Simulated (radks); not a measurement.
**Ir⁺ in [Xe] 4f14 5d7 6s1: an all-electron calculation**

Aim: the levels, the sizes of the orbitals and the parts of the energy of the iridium ion Ir+.

Program: radks (a radial shooting solver on a logarithmic mesh, Libxc functionals) version 1. Level of theory: Dirac Kohn-Sham, PBE, spin-unpolarised, spherical densities, finite nucleus; open shells are shared between the two j in proportion to 2j + 1. These are calculated values, not measurements, unless marked.

## 1. The atom as given

- element: iridium (Z = 77)
- charge: +1
- electrons: 76
- configuration: [Xe] 4f14 5d7 6s1
- nuclear rms radius: 5.4032 fm

Outer shells as boxes (Hund's rule):

Ir⁺
```
[Xe] core
4f [↑↓][↑↓][↑↓][↑↓][↑↓][↑↓][↑↓]
5d [↑↓][↑↓][↑ ][↑ ][↑ ]
6s [↑ ]
```

## 2. The calculation

The run's settings:

```text
Z 77
configuration [Xe] 4f14 5d7 6s1
relativity Dirac
functional pbe,pbe
spin unpolarised
j_filling average
nucleus finite rms 5.4032 fm
c 137.035999084
```

What does the calculation give?

**Answer**, as computed:

```
                        quantity                   value
                    total energy     -17854.1810 hartree
exchange-correlation share of it                  1.95 %
                            −T/E                  1.1389
          highest occupied level       6s1/2, -13.563 eV
    most extended occupied level  6s1/2, <r> = 2.71 bohr
 radius at density 0.001 e/bohr³               4.10 bohr
    maxima of the radial density                       4
         ionisation energy, NIST     17.0 (semi-emp.) eV
```

6 principal shells are occupied and 4 maxima appear in the radial density; where shells overlap, one shows as a shoulder or not at all. −T/E is 1.139: with relativity the kinetic term as defined here no longer equals −E. The top level binds by 13.563 eV, 80 % of the NIST ionisation energy of 17.0 eV; the potential of a semilocal functional falls off too fast, so its top eigenvalue is too shallow. Spin polarisation and multiplet splitting are left out. Sharing an open shell by 2j + 1 raises it above the true ground level by a part of the spin-orbit splitting, which enters the differences from NIST.
